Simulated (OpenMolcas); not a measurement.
# BNH3F3 (SMILES [NH3+][B-](F)(F)F): HF/ANO-XS-VDZP (DKH2)

Aim: the vertical electron affinity of BNH3F3 at HF/ANO-XS-VDZP (DKH2), from 2 runs. 

The results are computed with OpenMolcas 26.06.

10 further runs of the same task are left out: 10 set aside as unsound or not needed.

### Step 1. The system as given

The species is BNH3F3 (8 atoms), meant as a singlet with charge 0. SMILES: `[NH3+][B-](F)(F)F`. The shape is that of a PBE0-D4/def2-TZVP optimisation.

Bond lengths: N1–B2 1.674 Å, B2–F3 1.368 Å, B2–F4 1.368 Å, B2–F5 1.368 Å, N1–H6 1.015 Å, N1–H7 1.015 Å, N1–H8 1.015 Å. Some angles: N1–B2–F3 104.1°, N1–B2–F4 104.1°, N1–B2–F5 104.1°, F3–B2–F4 114.2°, F3–B2–F5 114.2°, F4–B2–F5 114.2°, B2–N1–H6 110.1°, B2–N1–H7 110.1°, B2–N1–H8 110.1°, H6–N1–H7 108.9°.

### Step 2. The energy at HF/ANO-XS-VDZP (DKH2)

File mol.xyz:

```xyz
8

N     -0.501800    -0.052400     0.645700
B      0.531500     0.038700    -0.668100
F      1.521100    -0.860400    -0.378100
F     -0.251400    -0.312100    -1.733900
F      0.943600     1.343300    -0.679400
H     -1.280300     0.587300     0.522000
H     -0.006300     0.194600     1.496700
H     -0.864300    -0.996100     0.739300
```

File job.input:

```
* BF3H3N Hartree-Fock
&GATEWAY
Coord=mol.xyz
Basis=ANO-XS-VDZP
Group=NoSym
&SEWARD
Relativistic=R02E00
&SCF
Thresholds=1e-06 0.001 0.001 0.01
PrOrbitals=1 1
```

The run is started by

```console
$ export MOLCAS_MEM=1860
$ pymolcas job.input > job.log
```

The log of the run:

```text
--- Start Module: gateway ---
[...]
--- Stop Module: gateway /rc=_RC_ALL_IS_WELL_ ---
--- Start Module: seward ---
[...]
      Basis functions           85
--- Stop Module: seward /rc=_RC_ALL_IS_WELL_ ---
[...]
--- Start Module: scf ---
[...]
       Convergence after   8 Iterations
[...]
::    Total SCF energy                               -379.7005354060
[...]
      Total spin, S                                     0.0000000000
[...]
      Total electronic charge=   42.000000
      Total            charge=   -0.000000
[...]
      Dipole Moment (debye):
      Origin of the operator (angstrom)=    0.4552    0.0320   -0.5712
                   X= -4.0156E+00               Y= -3.5458E-01               Z=  5.1067E+00           Total=  6.5061E+00
      Quadrupole Moment (debye*angstrom):
[...]
--- Stop Module: scf /rc=_RC_ALL_IS_WELL_ ---
[...]
```

Wall time 4.8 s (1 thread of Arm Neoverse V1, shared host); peak memory 0.47 GiB.

### Step 3. The doublet anion

mol.xyz is that of step 2.

File job.input:

```
&GATEWAY
Coord=mol.xyz
Basis=ANO-XS-VDZP
Group=NoSym
&SEWARD
Relativistic=R02E00
&SCF
UHF
Charge=-1
Spin=2
Thresholds=1e-06 0.001 0.001 0.01
PrOrbitals=1 1
```

The run is started by

```console
$ export MOLCAS_MEM=1860
$ pymolcas job.input > job.log
```

The log of the run:

```text
--- Start Module: gateway ---
[...]
--- Stop Module: gateway /rc=_RC_ALL_IS_WELL_ ---
--- Start Module: seward ---
[...]
      Basis functions           85
--- Stop Module: seward /rc=_RC_ALL_IS_WELL_ ---
[...]
--- Start Module: scf ---
[...]
       Convergence after  12 Iterations
[...]
::    Total SCF energy                               -379.5654302798
[...]
      Total spin, S                                     0.5024770132
[...]
      Total electronic charge=   43.000000
      Total            charge=   -1.000000
[...]
      Dipole Moment (debye):
      Origin of the operator (angstrom)=    0.4552    0.0320   -0.5712
                   X=  1.4615E+00               Y=  1.2942E-01               Z= -1.8593E+00           Total=  2.3685E+00
      Center of Charge (angstrom)
[...]
--- Stop Module: scf /rc=_RC_ALL_IS_WELL_ ---
[...]
```

It took 6.3 s on 1 thread of Arm Neoverse V1, shared host; peak memory 0.47 GiB.

### Step 4. Results

At HF/ANO-XS-VDZP (DKH2):

```
                                         quantity          value
                     singlet BNH3F3: total energy  -379.70054 Eh
                    singlet BNH3F3: dipole moment         6.51 D
                      singlet BNH3F3: HOMO energy      -14.91 eV
                      singlet BNH3F3: LUMO energy        4.02 eV
                    singlet BNH3F3: HOMO–LUMO gap       18.93 eV
                      doublet anion: total energy  -379.56543 Eh
doublet anion: HOMO energy (highest over α and β)        3.31 eV
 doublet anion: LUMO energy (lowest over α and β)       11.10 eV
                              doublet anion: ⟨S²⟩          0.755
vertical electron affinity (to the doublet anion)      -3.676 eV
```

The anion lies 3.68 eV (85 kcal/mol) above the neutral: the electron isn't bound at this level, and such a value depends on the basis. Without diffuse functions anions come out too high. Hartree–Fock misses the correlation that binds many anions. Mulliken charges (singlet BNH3F3) run from -0.53 on N1 to +0.46 on B2; they depend strongly on the basis. Mulliken charges (doublet anion) run from -0.32 on F4 to +0.51 on B2. The HOMO (doublet anion) lies at positive energy, 3.31 eV: the electron is unbound at this level or held by a compact basis; values depend on the basis.
